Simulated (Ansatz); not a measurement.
**ZnMo2Se4 under changes of volume**

One of the cells (24.279 Å³/atom); the others are scaled copies at fixed shape and fractional positions:

```
Mo Se Zn
1.0
     3.31337    0.00000    0.00000
    -1.65668    2.86946    0.00000
     0.00000    0.00000   17.87541
Mo Se Zn
2 4 1
Direct
  0.66667 0.33333 0.23926
  0.00000 0.00000 0.77328
  0.00000 0.00000 0.33329
  0.66667 0.33333 0.67890
  0.66667 0.33333 0.86695
  0.00000 0.00000 0.14539
  0.00000 0.00000 0.51994
```

The cell comes from a database or a generator and needn't be the stable form of this composition.

| Item | Value |
| --- | --- |
| Program | Ansatz 0.2.0 |
| Functional | PBE |
| Potentials or basis | Ansatz PAW |
| Cutoff | 420 eV (not typed: the program's choice for these potentials) |
| k mesh | 9 × 9 × 2 |
| Occupations | fermi-dirac, width 0.05 eV |
| Spin | no spin polarisation |

```tsv
volume (Å³/atom)	energy over the lowest point (meV/atom)	pressure (GPa)	gap on the mesh (eV)	largest force (eV/Å)
22.822	22.29	5.7	0.14	0.940
23.308	?	?	?	?
23.793	1.31	1.4	0.20	0.232
24.279	0.00	-0.5	0.23	0.122
24.764	3.96	-2.1	0.25	0.396
25.250	12.64	-3.6	0.26	0.661
25.736	25.55	-4.9	0.27	0.905
```

Question: What does the run at 23.308 Å³/atom give?

Answer: Energy over the lowest point 8.51 meV/atom; pressure 3.4 GPa; gap on the mesh 0.17 eV; largest force 0.571 eV/Å.

Worked out: A Birch-Murnaghan fit of order 3 (a polynomial in V^(-2/3)) to the other rows has its minimum at 24.15 Å³/atom with B0 = V·E''(V) = 89 GPa and B' = 4.5 at fixed shape and positions, which overstates the stiffness. It gives 8.50 meV/atom at 23.308 Å³/atom, against the run's 8.51, and -dE/dV = 3.4 GPa, against 3.4. A parabola through the other rows of the gap, of slope 1.56 eV per unit of ln V there, gives 0.17 eV, against the run's 0.17.

Energies are extrapolated to zero smearing.

Caveats: odd divisions of the mesh miss points on the zone boundary, where band edges often lie, so the gap on the mesh can be too wide.

A mesh can miss the band edges. Spin-orbit coupling on Mo, Se is left out.
